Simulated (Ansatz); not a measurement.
**GaBH4NF: two torsions**

A grid of calculations on BFGaH4N, SMILES B[NH][GaH][F], to see where the energy is lowest and how it rises around there.

Method: RHF/def2-SVP; program: Ansatz 0.2.0.

**1. Where the work starts**

SMILES `B[NH][GaH][F]`, 8 atoms, charge 0, spin multiplicity 1.

Atoms are counted from 1 here; the program's logs count them from 0.

Bond lengths: B1–N2 1.410 Å, B1–H5 1.222 Å, B1–H6 1.219 Å, N2–Ga3 1.857 Å, N2–H7 1.026 Å, Ga3–F4 1.772 Å, Ga3–H8 1.554 Å. Angles: N2–B1–H5 118.8°, N2–B1–H6 120.2°, H5–B1–H6 121.0°, B1–N2–Ga3 123.8°, B1–N2–H7 118.9°, Ga3–N2–H7 117.3°, N2–Ga3–F4 111.2°, N2–Ga3–H8 128.4°, F4–Ga3–H8 120.3°.

As a file:

```mol
BFGaH4N
  3D, bonds by distance, orders not assigned

  8  7  0  0  0  0  0  0  0  0999 V2000
    0.4874    1.3419   -0.3404 B   0  0
    0.1419    0.2811    0.5220 N   0  0
   -0.5189   -1.3519   -0.0637 Ga  0  0
   -0.8430   -2.4386    1.2983 F   0  0
    0.3506    1.1891   -1.5446 H   0  0
    0.9170    2.3878    0.1160 H   0  0
    0.2578    0.4070    1.5332 H   0  0
   -0.7928   -1.8164   -1.5207 H   0  0
  1  2  8  0
  1  5  8  0
  1  6  8  0
  2  3  8  0
  2  7  8  0
  3  4  8  0
  3  8  8  0
M  END
```

This geometry comes from a loose relaxation at PBE in a small basis, which is not shown.

**3. The grid**

- dihedral H5–B1–N2–Ga3: 18 values from −180 to 160 °, periodic
- dihedral B1–N2–Ga3–F4: 18 values from −180 to 160 °, periodic

Nothing else is relaxed (all other coordinates rigid). Energies count from the relaxed molecule at the same level. Points are written as (first, second).

(The set-up runs are not shown.)

**4. Grid point (−160°, −60°)**

File input.yaml:

```yaml
crystal:
  periodic: [false, false, false]
  atoms:
    - { symbol: B, position_ang: [0.488909, 1.342006, -0.334507] }
    - { symbol: "N", position_ang: [0.135663, 0.269027, 0.500287] }
    - { symbol: Ga, position_ang: [-0.248653, 0.377615, 2.292455] }
    - { symbol: F, position_ang: [1.092557, 1.004802, 3.216796] }
    - { symbol: H, position_ang: [0.365745, 1.22712, -1.528765] }
    - { symbol: H, position_ang: [0.911012, 2.369244, 0.128095] }
    - { symbol: H, position_ang: [0.090646, -0.637835, 0.072696] }
    - { symbol: H, position_ang: [-1.561325, -0.008337, 3.013802] }
basis:
  gaussian: { orbitals: def2-SVP }
hamiltonian:
  xc: hf
output:
  forces: true
```

Launch:

```bash
$ ansatz run input.yaml --threads 1 --pin off --max-ram 2560MiB --backend cpu --events-out ev --progress --plain --runs-dir out
```

The session goes on with these runs: all other points of the grid.

Q: Predict the outcome of this session. Wanted: lowest point; highest computed point; dipole moment.

As calculated:

| quantity | value |
| --- | --- |
| lowest point | (0°, −180°), 0.0 kcal/mol |
| highest computed point | (−100°, −100°), 34.0 kcal/mol above the lowest |
| dipole moment (D) | 0.90 at (0°, −180°) to 3.58 at (0°, 0°); 0.90 at the lowest point |
| time for the whole task | 5.6 min on 1 thread, shared host |

The lowest computed point is at (0°, −180°), 0.0 kcal/mol from the relaxed molecule at the same level; the map holds 2 wells of about this depth. A higher local minimum lies near (−180°, 0°) (1.9 kcal/mol above the lowest at that grid point). The highest computed point, (−100°, −100°), lies 34.0 kcal/mol above the lowest. On the interpolated surface the easiest way out of the lowest well to the well at (0°, 0°) passes a barrier of about 6.4 kcal/mol. Round the minimum the two coordinates are nearly uncoupled.
